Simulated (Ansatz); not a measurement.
# C2H4F4OSn: basis-set convergence

The task here is to estimate one member of a computed series from the others.

Method: one geometry, several basis sets; program: Ansatz 0.2.0, Gaussian basis.

The runs, in order: PBE0-D4/def2-SVP; ωB97M-V/def2-SVP; PBE0-D4/def2-QZVPP; ωB97M-V/def2-QZVPP; the functionals' def2-TZVPP values are taken from earlier runs.

1 further run of the same task is left out (it didn't finish).

## Structure used throughout

An earlier PBE0-D4 in a triple-zeta def2 set relaxation fixed the geometry. Sn takes the def2 core potential; no spin-orbit term is included.

SMILES `[F][SnH2][O]CC(F)(F)F`, 12 atoms, charge 0, spin multiplicity 1.

Atoms are counted from 1 here; the program's logs count them from 0.

Bond lengths: F1–Sn2 1.914 Å, Sn2–O3 1.968 Å, Sn2–H9 1.691 Å, Sn2–H10 1.697 Å, O3–C4 1.385 Å, C4–C5 1.516 Å, C4–H11 1.100 Å, C4–H12 1.095 Å, C5–F6 1.334 Å, C5–F7 1.356 Å, C5–F8 1.330 Å. Angles: F1–Sn2–O3 100.9°, F1–Sn2–H9 105.4°, F1–Sn2–H10 106.4°, O3–Sn2–H9 109.6°, O3–Sn2–H10 109.1°, H9–Sn2–H10 123.1°, Sn2–O3–C4 121.8°, O3–C4–C5 111.7°, O3–C4–H11 114.0°, O3–C4–H12 109.4°, C5–C4–H11 106.5°, C5–C4–H12 107.2°, H11–C4–H12 107.8°, C4–C5–F6 111.3°, C4–C5–F7 110.3°, C4–C5–F8 112.8°, F6–C5–F7 107.3°, F6–C5–F8 108.2° and more.

The first run:

in.yaml reads:

```yaml
crystal:
  periodic: [false, false, false]
  atoms:
    - {symbol: F, position_ang: [2.331116, 2.330013, -1.263313]}
    - {symbol: Sn, position_ang: [0.589250, 1.584870, -0.988659]}
    - {symbol: O, position_ang: [0.945338, 0.341292, 0.493944]}
    - {symbol: C, position_ang: [0.448100, -0.951394, 0.498525]}
    - {symbol: C, position_ang: [-1.043383, -0.976282, 0.767258]}
    - {symbol: F, position_ang: [-1.529956, -2.215386, 0.682864]}
    - {symbol: F, position_ang: [-1.698505, -0.222774, -0.149842]}
    - {symbol: F, position_ang: [-1.360623, -0.486606, 1.962828]}
    - {symbol: H, position_ang: [-0.365674, 2.865961, -0.435938]}
    - {symbol: H, position_ang: [0.225439, 0.692821, -2.385878]}
    - {symbol: H, position_ang: [0.604900, -1.493778, -0.445324]}
    - {symbol: H, position_ang: [0.930899, -1.523836, 1.297437]}
basis:
  gaussian: {orbitals: def2-SVP}
hamiltonian: {xc: pbe0, dispersion: d4}
output: {orbitals: {seedname: orbitals}}
```

Steps of the session up to this table: PBE0-D4 in def2-SVP; ωB97M-V in def2-SVP; PBE0-D4 in def2-QZVPP; ωB97M-V in def2-QZVPP.

One of the session's tables, all rows but one given; the rest of the session is left out.

It belongs to the step «Density functionals: the series». 

```
functional       basis  HOMO (eV)
   PBE0-D4    def2-SVP      -8.53
   PBE0-D4  def2-TZVPP      -8.69
   PBE0-D4  def2-QZVPP      -8.73
   ωB97M-V    def2-SVP     -10.90
   ωB97M-V  def2-TZVPP          ?
   ωB97M-V  def2-QZVPP     -11.14
```

**Question.** Estimate the row for ωB97M-V, def2-TZVPP.

The run gave: HOMO (eV): -11.10. In the column «HOMO (eV)» it lies between ωB97M-V, def2-QZVPP (-11.14) and ωB97M-V, def2-SVP (-10.90).
